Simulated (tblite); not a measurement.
# C3H9NO2Si: the cost of one run

Computed with tblite 0.8.0 and PySCF 2.14.0, with density-fitted response routines of our own, on a single molecule in the gas phase. Atoms are numbered from 0 throughout.

## (1) The molecule as given

16 atoms, charge 0, multiplicity 1; geometry from: force field or distance geometry start.

Bonds of the start (Å): C0–N1 1.45, N1–C2 1.45, C2–O3 1.27, C2–C4 1.48, C4–Si5 1.87, Si5–O6 1.73, C0–H7 1.11, C0–H8 1.12, C0–H9 1.11, N1–H10 1.04, C4–H11 1.10, C4–H12 1.12, Si5–H13 1.48, Si5–H14 1.49, O6–H15 0.99.

## (2) Relaxing the molecule with GFN2-xTB

The job: settings as JSON, then the geometry in Å.

```
{"job": {"kind": "relax", "xc": "GFN2-xTB", "basis": "xTB"}, "charge": 0, "multiplicity": 1}
C     -2.696700     0.583000     0.486800
N     -1.691000    -0.191600    -0.224000
C     -0.346100    -0.098400     0.316000
O     -0.154100     0.654700     1.318400
C      0.770500    -0.841400    -0.302000
Si     2.269500    -0.388500     0.716600
O      3.306500     0.685900    -0.150800
H     -3.579400     0.789000    -0.153000
H     -2.305100     1.569900     0.828400
H     -2.961000     0.022000     1.407600
H     -1.918200    -0.789300    -1.044600
H      0.602100    -1.923100    -0.349800
H      0.894700    -0.458700    -1.346700
H      2.968800    -1.611800     1.163300
H      1.820900     0.376100     1.913600
H      3.011200     1.631200    -0.056300
```

Run with:

```console
> OMP_NUM_THREADS=1 python probes_run.py task.json out
```

This one command runs all jobs of the session in turn.

Q: Estimate the wall time and peak memory of this first job on 1 thread of Arm Neoverse V1, shared host.

About 1 s, with a peak of 0.18 GiB.
